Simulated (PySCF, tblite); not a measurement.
# C3H5GeN3O: geometry, infrared bands and NMR shifts

Wanted: the infrared bands and NMR shifts of C3H5GeN3O (`O=Cc1c[n]([GeH3])nn1`), by calculation.

Programs: tblite 0.8.0 and PySCF 2.14.0, with density-fitted response routines of our own. Each step states its level of theory. These are calculated values for one molecule in the gas phase, unless marked as measured. Atoms count from 0, in the outputs and in this text.

**1. The molecule as given**

13 atoms, charge 0, multiplicity 1; geometry from: force field or distance geometry start.

Bonds of the start (Å): O0–C1 1.27, C1–C2 1.45, C2–C3 1.40, C3–N4 1.36, N4–Ge5 1.87, N4–N6 1.32, N6–N7 1.34, N7–C2 1.33, C1–H8 1.09, C3–H9 1.08, Ge5–H10 1.54, Ge5–H11 1.56, Ge5–H12 1.56.

**2. Optimising the geometry with GFN2-xTB**

The job: settings as JSON, then the geometry in Å.

```
{"job": {"kind": "relax", "xc": "GFN2-xTB", "basis": "xTB"}, "charge": 0, "multiplicity": 1}
O      2.821300     1.546900     0.222300
C      2.786200     0.399300    -0.326800
C      1.480800    -0.214000    -0.465500
C      0.281800     0.395300    -0.077400
N     -0.723000    -0.476700    -0.365800
Ge    -2.520600    -0.109500    -0.024100
N     -0.175700    -1.541300    -0.933800
N      1.153600    -1.395600    -0.990900
H      3.710000    -0.092400    -0.634700
H      0.125900     1.345800     0.401300
H     -3.438600    -1.240700    -0.518200
H     -2.643000     0.122500     1.518100
H     -2.863200     1.260900    -0.683400
```

Command:

```bash
$ OMP_NUM_THREADS=1 python probes_run.py task.json out
```

This one command runs all jobs of the session in turn.

The program printed:

```text
step      E/eV     max force
  0    -644.04349    4.290
  1    -644.24299    4.445
  2    -644.36568    0.853
  3    -644.39141    0.474
  4    -644.42769    0.517
  5    -644.44061    0.403
  6    -644.45844    0.317
  7    -644.47219    0.377
  8    -644.48432    0.385
  9    -644.49474    0.482
 10    -644.50874    0.523
 11    -644.52134    0.383
 12    -644.52980    0.267
 13    -644.53436    0.199
 14    -644.53801    0.178
 15    -644.54336    0.236
 16    -644.55035    0.250
 17    -644.55653    0.194
 18    -644.56144    0.173
 19    -644.56647    0.214
 20    -644.57315    0.270
 21    -644.58150    0.258
 22    -644.58992    0.300
 23    -644.59636    0.284
 24    -644.60037    0.211
 25    -644.60309    0.159
 26    -644.60555    0.162
 27    -644.60832    0.179
 28    -644.61103    0.154
 29    -644.61298    0.191
 30    -644.61446    0.136
 31    -644.61605    0.175
 32    -644.61805    0.166
 33    -644.62023    0.106
 34    -644.62173    0.088
 35    -644.62238    0.104
 36    -644.62277    0.088
 37    -644.62305    0.044
 38    -644.62323    0.036
 39    -644.62334    0.034
 40    -644.62343    0.037
 41    -644.62354    0.037
 42    -644.62367    0.032
 43    -644.62376    0.020
 44    -644.62379    0.012
 45    -644.62380    0.008
```

Run time: 0.28 s. Hardware: 1 thread of Arm Neoverse V1, shared host.

The steps of the relaxation: (not every step is listed)

```csv
step,energy from step 0 (eV),largest force (eV/Å)
0,0.0000,4.2898
1,-0.1995,4.4449
2,-0.3222,0.8535
3,-0.3479,0.4741
4,-0.3842,0.5169
5,-0.3971,0.4029
6,-0.4149,0.3173
7,-0.4287,0.3769
8,-0.4408,0.3851
11,-0.4778,0.3831
14,-0.4945,0.1778
17,-0.5130,0.1939
20,-0.5297,0.2704
23,-0.5529,0.2838
26,-0.5621,0.1625
29,-0.5695,0.1909
32,-0.5746,0.1658
35,-0.5789,0.1039
38,-0.5797,0.0361
40,-0.5799,0.0365
41,-0.5801,0.0369
42,-0.5802,0.0317
43,-0.5803,0.0205
44,-0.5803,0.0121
45,-0.5803,0.0079
```

Close pairs (by a distance rule), those that changed most:

```
   bond  before (Å)  after (Å)  change (Å)
  N6–N7       1.338      1.265      -0.073
Ge5–H11       1.564      1.494      -0.070
  O0–C1       1.273      1.205      -0.068
Ge5–H12       1.559      1.494      -0.064
Ge5–H10       1.538      1.480      -0.058
  N4–N6       1.325      1.350      +0.025
  C2–N7       1.334      1.358      +0.024
  C3–N4       1.361      1.341      -0.021
```

The end geometry stands in the next job.

**3. Harmonic vibrations with GFN2-xTB**

The job: settings as JSON, then the geometry in Å.

```
{"job": {"kind": "ir", "xc": "GFN2-xTB", "basis": "xTB"}, "charge": 0, "multiplicity": 1}
O      3.233131     1.373907     0.098522
C      2.822282     0.333898    -0.350335
C      1.423538    -0.057734    -0.394238
C      0.288922     0.618039     0.037615
N     -0.736326    -0.198579    -0.243583
Ge    -2.577326    -0.171469    -0.039981
N     -0.252915    -1.319709    -0.818882
N      1.006934    -1.242813    -0.909290
H      3.493614    -0.431815    -0.778210
H      0.166773     1.575964     0.500614
H     -2.974372    -1.456679    -0.658279
H     -2.836821    -0.072923     1.428040
H     -3.061822     1.050399    -0.750971
```

The program printed:

```text
mode    cm-1     km/mol
  1      39.4      0.13
  2      85.9      2.34
  3     101.7      1.14
  4     133.5     21.43
  5     204.5     19.31
  6     263.2      2.62
  7     309.3     15.67
  8     515.1      5.72
  9     552.1     74.17
 10     573.0     71.46
 11     635.9     18.76
 12     700.3      4.66
 13     725.4    330.29
 14     759.3     37.08
 15     788.4     68.61
 16     796.6     42.24
 17     819.0    147.48
 18     922.5      0.41
 19     970.5     34.44
 20    1036.0     69.25
 21    1054.1      1.13
 22    1133.0     22.11
 23    1268.4     18.35
 24    1340.8     13.84
 25    1391.3     95.71
 26    1412.4     64.55
 27    1482.5    145.76
 28    1749.3    374.87
 29    2014.9     90.07
 30    2079.4    387.53
 31    2170.9    247.67
 32    2808.2     92.45
 33    3171.6      2.94
```

Wall time 0.39 s (1 thread of Arm Neoverse V1, shared host).

Which atoms move in the most intense modes:

```
cm⁻¹  km/mol                               atoms
 725   330.3        H10 38 %, H12 28 %, H11 27 %
 819   147.5                  H11 49 %, H12 47 %
1391    95.7  N4 32 %, C3 29 %, C2 14 %, H8 10 %
1482   145.8                    C2 65 %, C3 22 %
1749   374.9                    C1 60 %, O0 38 %
2079   387.5                  H11 51 %, H12 47 %
2171   247.7                            H10 91 %
2808    92.5                             H8 94 %
```

**4. Shielding tensors: PBE0/pcSseg-1**

The job, as its differences from that of step 3:

```diff
@@ -1,2 +1,2 @@
-{"job": {"kind": "ir", "xc": "GFN2-xTB", "basis": "xTB"}, "charge": 0, "multiplicity": 1}
+{"job": {"kind": "nmr", "xc": "PBE0", "basis": "pcSseg-1"}, "charge": 0, "multiplicity": 1}
 O      3.233131     1.373907     0.098522
```

Level: GIAO PBE0/pcSseg-1 NMR shielding, non-relativistic, gas phase.

The program printed:

```text
coarse grid: 55856 points
cycle   1  E = -2432.6696439530  dE =  9.924e-01  |g| = 1.156e+00  |ddm| = 3.748e+00
cycle   2  E = -2432.2021895131  dE =  4.675e-01  |g| = 1.867e+00  |ddm| = 3.309e+00
cycle   3  E = -2432.8131662552  dE = -6.110e-01  |g| = 4.033e-01  |ddm| = 2.822e+00
cycle   4  E = -2432.8400160133  dE = -2.685e-02  |g| = 9.630e-02  |ddm| = 3.722e-01
cycle   5  E = -2432.8407553616  dE = -7.393e-04  |g| = 3.811e-02  |ddm| = 8.345e-02
cycle   6  E = -2432.8410175508  dE = -2.622e-04  |g| = 1.657e-02  |ddm| = 4.031e-02
cycle   7  E = -2432.8410720655  dE = -5.451e-05  |g| = 2.396e-03  |ddm| = 1.438e-02
cycle   8  E = -2432.8410730523  dE = -9.868e-07  |g| = 1.045e-03  |ddm| = 2.932e-03
final grid: 117712 points
cycle   9  E = -2432.8411089723  dE =  3.082e-07  |g| = 1.669e-03  |ddm| = 2.831e-03
cycle  10  E = -2432.8411078498  dE =  1.123e-06  |g| = 2.956e-03  |ddm| = 3.814e-03
cycle  11  E = -2432.8411095079  dE = -1.658e-06  |g| = 3.308e-04  |ddm| = 2.681e-03
cycle  12  E = -2432.8411095305  dE = -2.265e-08  |g| = 2.613e-05  |ddm| = 2.892e-04
cycle  13  E = -2432.8411095306  dE = -1.314e-10  |g| = 9.268e-06  |ddm| = 2.289e-05
converged SCF energy = -2432.8411095306

GIAO shielding tensors (ppm)
atom      isotropic    diamagn.    paramagn.     s11        s22        s33       span
  0 O     -328.791     400.139    -728.930   -968.122   -410.832    392.582   1360.705
  1 C       -4.067     241.280    -245.347    -93.724    -13.335     94.858    188.582
  2 C       32.520     261.877    -229.357    -22.973     19.765    100.767    123.740
  3 C       50.390     251.804    -201.415    -33.344     32.375    152.139    185.483
  4 N        4.731     334.243    -329.512   -150.847     31.684    133.355    284.202
  5 Ge    1473.327    2755.999   -1282.672   1375.783   1434.945   1609.254    233.471
  6 N     -151.382     318.942    -470.324   -399.727   -142.808     88.388    488.115
  7 N     -137.415     329.057    -466.471   -410.598   -184.440    182.794    593.391
  8 H       21.171      25.198      -4.027     18.725     21.630     23.158      4.434
  9 H       23.336      33.267      -9.931     20.505     21.796     27.708      7.202
 10 H       26.057      28.370      -2.313     18.512     22.244     37.416     18.904
 11 H       26.543      28.630      -2.087     19.894     22.036     37.700     17.805
 12 H       26.529      28.455      -1.926     19.805     22.109     37.675     17.870
```

Wall time 28 s (1 thread of Arm Neoverse V1, shared host); peak memory 0.87 GiB.

The references, computed at this level on geometries of the same kind, shield at (ppm): ¹H TMS 31.72, ¹³C TMS 186.9, ¹⁵N NH3 267.7, ¹⁷O H2O 336.1, ⁷³Ge GeMe4 1331. Their shielding less the atom's gives the shift. The references are single molecules in the gas phase, so shifts against H2O, NH3, PH3, H3PO4 or CFCl3 are not on the usual liquid scales and can be off by tens of ppm. Atoms listed in one row are averaged.

```
        atoms                                          environment  σ (ppm)  δ (ppm)
           C1                             aldehyde carbonyl carbon     -4.1    191.0
           C2  substituted aromatic carbon next to a ring nitrogen     32.5    154.4
           C3                  aromatic CH next to a ring nitrogen     50.4    136.5
           H8              hydrogen on an aldehyde carbonyl carbon    21.17    10.55
           H9   hydrogen on an aromatic CH next to a ring nitrogen    23.34     8.38
H10, H11, H12                  hydrogen on a germanium bonded to N    26.38     5.34
           O0                                      aldehyde oxygen   -328.8    664.9
           N6                   pyridine-type nitrogen of an azole   -151.4    419.1
           N7                   pyridine-type nitrogen of an azole   -137.4    405.1
           N4                           pyrrole-type ring nitrogen      4.7    263.0
          Ge5                           germanium bonded to N, 3 H     1473     -142
```

The run also stored atomic charges by several schemes (e):

| atoms | Mulliken | IAO | Hirshfeld | ESP fit |
| --- | --- | --- | --- | --- |
| O0 | -0.36 | -0.40 | -0.24 | -0.42 |
| C1 | 0.35 | 0.25 | 0.11 | 0.25 |
| C2 | -0.11 | -0.03 | -0.01 | 0.46 |
| C3 | 0.25 | -0.08 | 0.00 | -0.47 |
| N4 | -0.63 | -0.20 | -0.05 | 0.29 |
| Ge5 | 0.52 | 0.65 | 0.40 | 0.46 |
| N6 | -0.02 | -0.11 | -0.07 | -0.23 |
| N7 | -0.25 | -0.17 | -0.12 | -0.38 |

Mayer bond orders: O0–C1 2.00, C1–C2 1.02, C2–C3 1.35, C3–N4 1.21, N4–Ge5 0.59, N4–N6 1.11, N6–N7 1.54, N7–C2 1.28.

Ring of atoms C2, C3, N4, N6, N7: NICS(0) -12.2, NICS(1) -13.2, NICS(1)zz -32.6 ppm (means of both faces).

**5. Results**

```
                                                              quantity                    value
                             strongest single infrared mode (GFN2-xTB)    2079 cm⁻¹, 388 km/mol
                                          zero-point energy (GFN2-xTB)            48.6 kcal/mol
                                ¹³C shifts against TMS (PBE0/pcSseg-1)  191.0, 154.4, 136.5 ppm
¹H shifts against TMS (PBE0/pcSseg-1, means over atoms taken as alike)    10.55, 8.38, 5.34 ppm
                                ¹⁷O shifts against H2O (PBE0/pcSseg-1)                664.9 ppm
                                ¹⁵N shifts against NH3 (PBE0/pcSseg-1)  419.1, 405.1, 263.0 ppm
                             ⁷³Ge shifts against GeMe4 (PBE0/pcSseg-1)                 -142 ppm
```

**Reading.** Relaxing lowered the energy by 0.580 eV in 45 steps; the close pair that moved most is N6–N7, from 1.338 to 1.265 Å. All 33 modes are real, so the xTB geometry is a minimum. The strongest single mode, at 2079 cm⁻¹, moves mainly H11 and H12. GFN2-xTB is a fitted tight-binding method: band positions and strengths are rough. Its intensities can rank the bands wrongly. The most deshielded carbon is C1 (aldehyde carbonyl carbon), at 191.0 ppm: the double bond to the heteroatom, with no lone-pair donor beside it, deshields it most. The most deshielded hydrogen is H8 (hydrogen on an aldehyde carbonyl carbon), at 10.55 ppm: the formyl region, downfield of aromatic protons. At PBE0/pcSseg-1: Shielding is most anisotropic at O0 (span 1361 ppm, paramagnetic term -729 ppm). NICS(1)zz of -33 ppm above the planar ring from C2 marks a diatropic (aromatic) ring current. Spin-orbit coupling is left out, which matters for shieldings and couplings at and beside the heavy atoms.
